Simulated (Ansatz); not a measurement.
# WC (quintet): the correlation ladder, def2-TZVPP

One table from this session's results is given with a row withheld; the runs are named, their logs left out.

Computed with Ansatz 0.2.0, Gaussian basis. Level: def2-TZVPP, core rule «outside noble gas», up to 5 orbitals frozen.

The runs, in order: UHF; ROHF; CCSD(T) on UHF.

2 further runs of the same task are left out: 2 set aside as unsound or not needed.

**The geometry**

The geometry is a PBE0/def2-TZVP stationary point (not a proven minimum) of the parent state, kept for this charge and spin. No spin-orbit coupling is included. Elements past krypton take def2 core potentials.

2 atoms, charge 0, spin multiplicity 5.

Atoms are counted from 1 here; the program's logs count them from 0.

Bond lengths: W1–C2 1.699 Å.

As a file:

```xyz
2
charge 0, multiplicity 5
W     0.00000    0.00000    0.00000
C     0.00000    0.00000    1.69880
```

The first run:

File in.yaml:

```yaml
crystal:
  periodic: [false, false, false]
  atoms:
    - {symbol: W, position_ang: [0.000000, 0.000000, 0.000000]}
    - {symbol: C, position_ang: [0.000000, 0.000000, 1.698800]}
basis:
  gaussian: {orbitals: def2-TZVPP}
magnetization: {spin_polarized: true, initial_magnetization: 4}
hamiltonian: {xc: hf}
output: {orbitals: {seedname: orbitals}}
```

Started as:

```sh
ansatz run in.yaml --threads 1 --pin off --events-out ev --progress --plain --max-ram 4096MiB --backend cpu
```

Steps of the session up to this table: UHF; ROHF; CCSD(T) on UHF.

One of the session's tables, all rows but one given; the rest of the session is left out.

```
  method  from UCCSD(T) (meV)
    ROHF              +8895.7
     UHF              +8154.9
    UMP2                    ?
   UCCSD               +520.6
UCCSD(T)                    0
```

Q: Estimate the row for UMP2 from the others.

**Answer.** from UCCSD(T) (meV): +1395.3. In the column «from UCCSD(T) (meV)» it lies between UCCSD (+520.6) and UHF (+8154.9).

Caveats from the session: The determinant is far from a pure spin state, so its energy mixes those of several spin states (harmless only where they are near-degenerate, as at dissociation).
